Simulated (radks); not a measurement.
# Hg⁴⁺ in [Xe] 4f14 5d7.5 6d0.5: an all-electron calculation

The task here is to estimate one member of a computed series from the others.

Program: radks (a radial shooting solver on a logarithmic mesh, Libxc functionals) version 1. Level of theory: scalar-relativistic Kohn-Sham, XLYP, spin-unpolarised, spherical densities, finite nucleus. These are calculated values, not measurements, unless marked.

**Starting point**

```
element            : mercury (Z = 80)
charge             : +4
electrons          : 76
configuration      : [Xe] 4f14 5d7.5 6d0.5
nuclear rms radius : 5.4648 fm
```

Set-up of the first run:

Settings of this run:

```text
Z 80
configuration [Xe] 4f14 5d7.5 6d0.5
relativity scalar-relativistic
functional xlyp
spin unpolarised
nucleus finite rms 5.4648 fm
c 137.035999084
```

Command:

```bash
$ python run_ks.py task.json out
```

All runs below come from this command, one after another.

Among the steps run: Self-consistent calculation.

One table of the session follows, with a row left open; its other results are not shown here.

It belongs to the step «Radial structure». Radial moments (bohr):

```
level      <r>  outermost maximum (interpolated)  90 % within  nodes
   1s  0.01659                            0.0102       0.0304      0
   2s  0.06993                            0.0592        0.109      1
   2p  0.06328                            0.0491        0.103      0
   3s   0.1807                             0.167        0.265      2
   3p   0.1821                             0.166        0.272      1
   3d   0.1650                             0.135        0.256      0
   4s   0.3993                             0.376        0.572      3
   4p   0.4254                             0.396        0.617      2
   4d        ?                                 ?            ?      ?
   5s   0.8956                             0.826         1.28      4
   4f   0.4817                             0.366        0.770      0
   5p    1.022                             0.923         1.47      3
   5d    1.325                              1.13         1.98      2
   6d    3.382                              3.13         4.83      3
```

**Question.** Estimate the row for 4d.

As computed: <r>: 0.4488; outermost maximum (interpolated): 0.403; 90 % within: 0.669; nodes: 1. In the column «<r>» it lies between 4p (0.4254) and 4f (0.4817).
